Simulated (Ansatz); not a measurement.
# CH5FGe (SMILES F[CH2][GeH3]): single points off equilibrium

The atoms stand at a structure displaced at random from a GFN2-xTB minimum. How far do the functionals agree with CCSD(T) there?

Method: single points in def2-TZVPP; program: Ansatz 0.2.0, Gaussian basis.

Cores are frozen in the correlated methods. Filled d shells of the heavier atoms are correlated.

## (1) Where the work starts

SMILES `F[CH2][GeH3]`, 8 atoms, charge 0, spin multiplicity 1.

Atoms are counted from 1 here; the program's logs count them from 0.

Bond lengths: F1–C2 1.189 Å, C2–Ge3 2.110 Å, C2–H4 1.232 Å, C2–H5 1.281 Å, Ge3–H6 1.604 Å, Ge3–H7 1.458 Å, Ge3–H8 1.692 Å. Angles: F1–C2–Ge3 112.2°, F1–C2–H4 118.7°, F1–C2–H5 106.2°, Ge3–C2–H4 103.9°, Ge3–C2–H5 105.3°, H4–C2–H5 109.8°, C2–Ge3–H6 107.2°, C2–Ge3–H7 126.1°, C2–Ge3–H8 100.9°, H6–Ge3–H7 96.9°, H6–Ge3–H8 97.3°, H7–Ge3–H8 123.3°.

Geometry (Å):

| atom | x (Å) | y (Å) | z (Å) |
| --- | --- | --- | --- |
| F1 | -1.0565 | 1.4089 | -0.6714 |
| C2 | -0.6243 | 0.3192 | -0.8717 |
| Ge3 | 0.5867 | -0.3629 | 0.7164 |
| H4 | 0.0684 | 0.1330 | -1.8733 |
| H5 | -1.6336 | -0.4687 | -0.8899 |
| H6 | -0.2967 | -0.2895 | 2.0528 |
| H7 | 1.0733 | -1.7251 | 0.9024 |
| H8 | 1.5323 | 1.0093 | 1.0098 |

## (2) CCSD(T)/def2-TZVPP

Contents of run/in.yaml:

```yaml
crystal:
  periodic: [false, false, false]
  atoms:
    - {symbol: F, position_ang: [-1.056500, 1.408900, -0.671400]}
    - {symbol: C, position_ang: [-0.624300, 0.319200, -0.871700]}
    - {symbol: Ge, position_ang: [0.586700, -0.362900, 0.716400]}
    - {symbol: H, position_ang: [0.068400, 0.133000, -1.873300]}
    - {symbol: H, position_ang: [-1.633600, -0.468700, -0.889900]}
    - {symbol: H, position_ang: [-0.296700, -0.289500, 2.052800]}
    - {symbol: H, position_ang: [1.073300, -1.725100, 0.902400]}
    - {symbol: H, position_ang: [1.532300, 1.009300, 1.009800]}
basis:
  gaussian: {orbitals: def2-TZVPP}
correlation: {method: ccsd_t}
output: {forces: true}
```

The command line of these runs was not kept.

## (3) PBE0-D4/def2-TZVPP

Edit run/in.yaml of step 2 so:

```diff
@@ -13,3 +13,3 @@
   gaussian: {orbitals: def2-TZVPP}
-correlation: {method: ccsd_t}
-output: {forces: true}
+hamiltonian: {xc: pbe0, dispersion: d4}
+output: {forces: true, orbitals: {seedname: orbitals}}
```

## (4) wB97M-V/def2-TZVPP

Edit run/in.yaml of step 3 so:

```diff
@@ -13,3 +13,3 @@
   gaussian: {orbitals: def2-TZVPP}
-hamiltonian: {xc: pbe0, dispersion: d4}
-output: {forces: true, orbitals: {seedname: orbitals}}
+hamiltonian: {xc: {name: wB97M-V}}
+output: {forces: true}
```

## (5) r2SCAN-D4/def2-TZVPP

Edit run/in.yaml of step 4 so:

```diff
@@ -13,3 +13,3 @@
   gaussian: {orbitals: def2-TZVPP}
-hamiltonian: {xc: {name: wB97M-V}}
+hamiltonian: {xc: r2scan, dispersion: d4}
 output: {forces: true}
```

## (6) PBE-D4/def2-TZVPP

Edit run/in.yaml of step 5 so:

```diff
@@ -13,3 +13,3 @@
   gaussian: {orbitals: def2-TZVPP}
-hamiltonian: {xc: r2scan, dispersion: d4}
+hamiltonian: {xc: pbe, dispersion: d4}
 output: {forces: true}
```

## (7) SPW92/def2-TZVPP

Edit run/in.yaml of step 6 so:

```diff
@@ -13,3 +13,3 @@
   gaussian: {orbitals: def2-TZVPP}
-hamiltonian: {xc: pbe, dispersion: d4}
+hamiltonian: {xc: lda}
 output: {forces: true}
```

## (8) B97M-V/def2-TZVPP

Edit run/in.yaml of step 7 so:

```diff
@@ -13,3 +13,3 @@
   gaussian: {orbitals: def2-TZVPP}
-hamiltonian: {xc: lda}
+hamiltonian: {xc: {name: B97M-V}}
 output: {forces: true}
```

(Steps that only read results are left out.)

Before running it: what results should come out? Wanted: energy less free atoms, CCSD(T)/def2-TZVPP; RMS force component; RMS force error; HOMO and LUMO, PBE0-D4; T1 diagnostic.

The runs gave:

| quantity | value |
| --- | --- |
| energy less free atoms, CCSD(T)/def2-TZVPP | -23.193 eV |
| RMS force component | 3.454 to 3.855 eV/Å over the methods |
| RMS force error | PBE0-D4 0.214, wB97M-V 0.074, r2SCAN-D4 0.197, PBE-D4 0.223, SPW92 0.418, B97M-V 0.274 eV/Å |
| HOMO and LUMO, PBE0-D4 | -7.63 and 0.09 eV |
| T1 diagnostic | 0.012 |

**Reading.** Against CCSD(T) the functionals' energies less atoms differ by -4.482 to -0.358 eV, PBE-D4 by -0.856 eV. CCSD(T) in triple zeta still lacks some correlation energy of the bonds, so part of these gaps is its own basis error and they don't rank the functionals. On forces the order runs from wB97M-V to SPW92. Frozen-core CCSD(T) forces in triple zeta carry basis errors of their own, and this is one geometry, so small gaps rank nothing.
